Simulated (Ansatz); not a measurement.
# C2H6BClO: how energies converge with the basis set

The task here is to estimate one member of a computed series from the others.

Method: one geometry, several basis sets; program: Ansatz 0.2.0, Gaussian basis.

Plan: PBE0-D4/def2-SVP; ωB97M-V/def2-SVP; PBE0-D4/def2-QZVPP; ωB97M-V/def2-QZVPP; the functionals' def2-TZVPP values are taken from earlier runs.

## Structure used throughout

All runs share one geometry, relaxed beforehand with PBE0-D4 in a triple-zeta def2 set.

SMILES `CCB(O)Cl`, 11 atoms, charge 0, spin multiplicity 1.

Atoms are counted from 1 here; the program's logs count them from 0.

Bond lengths: C1–C2 1.524 Å, C1–H6 1.091 Å, C1–H7 1.092 Å, C1–H8 1.092 Å, C2–B3 1.570 Å, C2–H9 1.100 Å, C2–H10 1.098 Å, B3–O4 1.351 Å, B3–Cl5 1.769 Å, O4–H11 0.961 Å. Angles: C2–C1–H6 111.0°, C2–C1–H7 111.4°, C2–C1–H8 111.3°, H6–C1–H7 108.0°, H6–C1–H8 107.2°, H7–C1–H8 107.7°, C1–C2–B3 116.7°, C1–C2–H9 109.2°, C1–C2–H10 110.2°, B3–C2–H9 105.7°, B3–C2–H10 109.3°, H9–C2–H10 104.9°, C2–B3–O4 123.9°, C2–B3–Cl5 120.9°, O4–B3–Cl5 115.1°, B3–O4–H11 112.7°.

The first run:

in.yaml

```yaml
crystal:
  periodic: [false, false, false]
  atoms:
    - {symbol: C, position_ang: [-0.883977, 0.002053, -1.161803]}
    - {symbol: C, position_ang: [0.025650, -0.534506, -0.062600]}
    - {symbol: B, position_ang: [0.770672, 0.529079, 0.819427]}
    - {symbol: O, position_ang: [1.130703, 0.323812, 2.104964]}
    - {symbol: Cl, position_ang: [1.249085, 2.092994, 0.145333]}
    - {symbol: H, position_ang: [-0.330979, 0.646212, -1.847272]}
    - {symbol: H, position_ang: [-1.326468, -0.809474, -1.743372]}
    - {symbol: H, position_ang: [-1.700357, 0.597013, -0.745906]}
    - {symbol: H, position_ang: [0.815490, -1.152233, -0.515409]}
    - {symbol: H, position_ang: [-0.530879, -1.220293, 0.589022]}
    - {symbol: H, position_ang: [0.846462, -0.531557, 2.438316]}
basis:
  gaussian: {orbitals: def2-SVP}
hamiltonian: {xc: pbe0, dispersion: d4}
output: {orbitals: {seedname: orbitals}}
```

Run with:

```
ansatz run in.yaml --threads 4 --pin off --events-out ev --progress --plain --max-ram 10444MiB
```

Among the steps run: PBE0-D4 in def2-SVP; ωB97M-V in def2-SVP; PBE0-D4 in def2-QZVPP; ωB97M-V in def2-QZVPP.

One of the session's tables, all rows but one given; the rest of the session is left out.

It belongs to the step «Functionals by basis». 

| functional | basis | HOMO (eV) | LUMO (eV) |
| --- | --- | --- | --- |
| PBE0-D4 | def2-SVP | -8.42 | 0.39 |
| PBE0-D4 | def2-TZVPP | -8.60 | 0.09 |
| PBE0-D4 | def2-QZVPP | -8.63 | 0.00 |
| ωB97M-V | def2-SVP | ? | ? |
| ωB97M-V | def2-TZVPP | -10.90 | 1.81 |
| ωB97M-V | def2-QZVPP | -10.93 | 1.27 |

Estimate the missing values for ωB97M-V, def2-SVP.

The run gave: HOMO (eV): -10.69; LUMO (eV): 2.52. In the column «HOMO (eV)» it lies between ωB97M-V, def2-TZVPP (-10.90) and PBE0-D4, def2-QZVPP (-8.63).
